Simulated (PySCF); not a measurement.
# One shape, several levels: NbCl5 (niobium pentachloride)

Aim: a comparison of 6 runs (HF/STO-3G, HF/3-21G, HF/def2-SVP, B2PLYP/def2-SVP, PBE0/def2-SVP, MP2/def2-SVP) of NbCl5 (niobium pentachloride). Input form: a Python script.

Program for the calculation: PySCF 2.14.0.

2 further runs of the same task are left out: 2 set aside as unsound or not needed.

### 1 The system as given

NbCl5 has 6 atoms, charge 0, and is taken as a singlet. SMILES: `Cl[Nb](Cl)(Cl)(Cl)Cl`. The coordinates come from a PBE0-D4/def2-TZVP relaxation.

Bond lengths: Cl1–Nb2 2.261 Å, Nb2–Cl3 2.261 Å, Nb2–Cl4 2.261 Å, Nb2–Cl5 2.313 Å, Nb2–Cl6 2.313 Å. Angles: Cl1–Nb2–Cl3 120.0°, Cl1–Nb2–Cl4 120.0°, Cl1–Nb2–Cl5 90.0°, Cl1–Nb2–Cl6 90.0°, Cl3–Nb2–Cl4 120.0°, Cl3–Nb2–Cl5 90.0°, Cl3–Nb2–Cl6 90.0°, Cl4–Nb2–Cl5 90.0°, Cl4–Nb2–Cl6 90.0°, Cl5–Nb2–Cl6 180.0°.

### 2 Energy and gradient at HF/STO-3G (run 1)

run.py

```python
from pyscf import gto

mol = gto.M(
    atom=[
    ('Cl', (-2.176460, -0.168870, -0.589890)),
    ('Nb', (0.000020, -0.000000, 0.000010)),
    ('Cl', (1.219000, -1.867930, 0.371940)),
    ('Cl', (0.957660, 2.036860, 0.218010)),
    ('Cl', (0.608310, -0.047250, -2.231250)),
    ('Cl', (-0.608520, 0.047200, 2.231200)),
],
    verbose=4,
    spin=0,
    basis='sto-3g',
    max_memory=1860,
)

mf = mol.RHF()
mf.conv_tol = 1e-10
mf.kernel()
if not mf.converged:
    mf = mf.newton().run(mf.mo_coeff, mf.mo_occ)

e_final = mf.e_tot
print('E = %.10f Eh' % e_final)
grad = mf.nuc_grad_method().kernel()
mf.analyze()
```

Run with:

```console
$ OMP_NUM_THREADS=1 python run.py
```

Standard output:

```text
PySCF version 2.14.0

[... 84 lines left out ...]
MO #2   energy= -103.760204574894  occ= 2
[... 13 lines left out ...]
MO #16  energy= -10.4415424165246  occ= 2
[... 13 lines left out ...]
MO #30  energy= -7.88041130903694  occ= 2
[... 13 lines left out ...]
MO #44  energy= -1.06577304555288  occ= 2
[... 13 lines left out ...]
MO #58  energy= -0.449297587734075 occ= 2
[... 13 lines left out ...]
MO #72  energy= 0.549365512486404  occ= 0
[... 81 lines left out ...]
Dipole moment(X, Y, Z, Debye):  0.00050,  0.00006,  0.00017
```

Wall time 11 s (1 thread of Arm Neoverse V1, shared host); peak memory 0.14 GiB.

### 3 Energy and gradient at HF/3-21G (run 2)

input.py

```python
import pyscf.grad
from pyscf import gto, scf

system = gto.M(
    atom='''
Cl    -2.176460    -0.168870    -0.589890
Nb     0.000020     0.000000     0.000010
Cl     1.219000    -1.867930     0.371940
Cl     0.957660     2.036860     0.218010
Cl     0.608310    -0.047250    -2.231250
Cl    -0.608520     0.047200     2.231200
''',
    verbose=4,
    basis='3-21g',
    max_memory=1860,
)

myscf = scf.RHF(system)
myscf.conv_tol = 1e-10
myscf.kernel()
if not myscf.converged:
    myscf = myscf.newton().run(myscf.mo_coeff, myscf.mo_occ)

etot = myscf.e_tot
print('E(%s) = %.9f' % ('HF', etot))
grad = myscf.Gradients().kernel()
myscf.analyze()
```

Run with:

```console
$ OMP_NUM_THREADS=1 python input.py
```

Standard output:

```text
PySCF version 2.14.0

[... 92 lines left out ...]
MO #6   energy= -104.146549130827  occ= 2
[... 18 lines left out ...]
MO #25  energy= -8.0326611643608   occ= 2
[... 18 lines left out ...]
MO #44  energy= -1.16071405143     occ= 2
[... 18 lines left out ...]
MO #63  energy= -0.475985061382841 occ= 2
[... 18 lines left out ...]
MO #82  energy= 0.7615654871179    occ= 0
[... 18 lines left out ...]
MO #101 energy= 1.30677900773817   occ= 0
[... 110 lines left out ...]
Dipole moment(X, Y, Z, Debye):  0.00053,  0.00008,  0.00018
```

It took 12 s on 1 thread of Arm Neoverse V1, shared host; peak memory 0.22 GiB.

Runs 3 to 4 aren't shown in full; the table further down has their settings and results.

### 4 Energy and forces at PBE0/def2-SVP (core potential) (run 5)

calc.py

```python
from pyscf import gto, dft

mol = gto.M(
    atom='''
Cl    -4.112913    -0.319118    -1.114731
Nb     0.000038     0.000000     0.000019
Cl     2.303576    -3.529876     0.702865
Cl     1.809715     3.849108     0.411979
Cl     1.149539    -0.089290    -4.216451
Cl    -1.149936     0.089195     4.216357
''',
    charge=0,
    verbose=4,
    unit='bohr',
    basis='def2-svp',
    ecp={'Nb': 'def2-svp'},
    max_memory=1860,
)

mf = dft.RKS(mol, xc='pbe0')
mf.conv_tol = 1e-10
mf.grids.level = 5
mf.kernel()
if not mf.converged:
    mf = mf.newton().run(mf.mo_coeff, mf.mo_occ)

etot = mf.e_tot
print('E(%s) = %.9f' % ('PBE0', etot))
grad = mf.nuc_grad_method().kernel()
dip = mf.dip_moment()
pop, q = mf.mulliken_pop()
```

Run with:

```console
$ OMP_NUM_THREADS=1 python calc.py
```

Standard output:

```text
PySCF version 2.14.0

[... 77 lines left out ...]
converged SCF energy = -2356.77131848812
[... 14 lines left out ...]
Dipole moment(X, Y, Z, Debye):  0.00042,  0.00005,  0.00008
[... 128 lines left out ...]
charge of    5Cl =     -0.14643
```

Wall time 66 s (1 thread of Arm Neoverse V1, shared host); peak memory 1.3 GiB.

### 5 Energy and forces at MP2/def2-SVP (core potential) (run 6)

calc.py

```python
from pyscf import gto, scf, mp

mol = gto.Mole()
mol.atom = '''
Cl    -2.176460    -0.168870    -0.589890
Nb     0.000020     0.000000     0.000010
Cl     1.219000    -1.867930     0.371940
Cl     0.957660     2.036860     0.218010
Cl     0.608310    -0.047250    -2.231250
Cl    -0.608520     0.047200     2.231200
'''
mol.ecp = {'Nb': 'def2-svp'}
mol.verbose = 4
mol.spin = 0
mol.charge = 0
mol.max_memory = 1860
mol.basis = 'def2-svp'
mol.build()

mf = scf.RHF(mol)
mf.conv_tol = 1e-10
mf.kernel()
if not mf.converged:
    mf = mf.newton().run(mf.mo_coeff, mf.mo_occ)

pt = mp.MP2(mf, frozen=25).run()
etot = pt.e_tot
print(f'total energy: {etot:.8f} hartree')
grad = pt.nuc_grad_method().kernel()
mf.analyze()
```

Run with:

```console
$ OMP_NUM_THREADS=1 python calc.py
```

Standard output:

```text
PySCF version 2.14.0

[... 102 lines left out ...]
MO #11  energy= -8.07863533988288  occ= 2
[... 21 lines left out ...]
MO #33  energy= -1.10280550263384  occ= 2
[... 21 lines left out ...]
MO #55  energy= 0.0925854174984361 occ= 0
[... 21 lines left out ...]
MO #77  energy= 0.900163519638076  occ= 0
[... 21 lines left out ...]
MO #99  energy= 1.18101526961172   occ= 0
[... 21 lines left out ...]
MO #121 energy= 36.5729411921478   occ= 0
[... 130 lines left out ...]
Dipole moment(X, Y, Z, Debye):  0.00047,  0.00006,  0.00016
```

Run time: 39 s. Hardware: 1 thread of Arm Neoverse V1, shared host; peak memory 1.9 GiB.

### 6 The series

| run | level | core potential | task | energy (Eh) | dipole moment (D) of the reference | HOMO energy (eV) | LUMO energy (eV) | wall time |
| --- | --- | --- | --- | --- | --- | --- | --- | --- |
| 1 | HF/STO-3G | – | gradient | -5989.306501 | 0.00 | -11.14 | 0.45 | 11 s |
| 2 | HF/3-21G | – | gradient | -6022.321727 | 0.00 | -12.95 | -2.91 | 12 s |
| 3 | HF/def2-SVP (core potential) | def2-svp | gradient | -2353.380921 | 0.00 | -12.44 | -1.15 | 20 s |
| 4 | B2PLYP/def2-SVP (core potential) | def2-svp | energy | -2356.676810 | 0.00 | -10.30 | -3.15 | 42 s |
| 5 | PBE0/def2-SVP (core potential) | def2-svp | gradient | -2356.771318 | 0.00 | -9.20 | -4.31 | 66 s |
| 6 | MP2/def2-SVP (core potential) | def2-svp | gradient | -2354.393471 | 0.00 | -12.44 | -1.15 | 39 s |

### 7 Outcome

```
                                           quantity           value
                                run 6: total energy  -2354.39347 Eh
        run 6: dipole moment (Hartree–Fock density)          0.00 D
         run 6: HOMO energy (Hartree–Fock orbitals)       -12.44 eV
         run 6: LUMO energy (Hartree–Fock orbitals)        -1.15 eV
       run 6: HOMO–LUMO gap (Hartree–Fock orbitals)        11.29 eV
run 6: correlation energy (25 core orbitals frozen)     -1012.6 mEh
                    run 6: largest force on an atom      0.230 eV/Å
```

In words: Over runs 1, 2, 3, 4, 5 the HOMO–LUMO gap runs from 4.89 eV (PBE0/def2-SVP) to 11.59 eV (HF/STO-3G). The two ends differ in method and basis and core potential. Totals of different functionals can't be ranked against each other. Some runs of one species differ in core potentials or relativity; totals across that change don't compare. In run 1 the basis is minimal, so the values are rough. In runs 1, 2 relativity is left out where basis or elements ask for it. All runs together took 3.2 min, the longest 66 s.
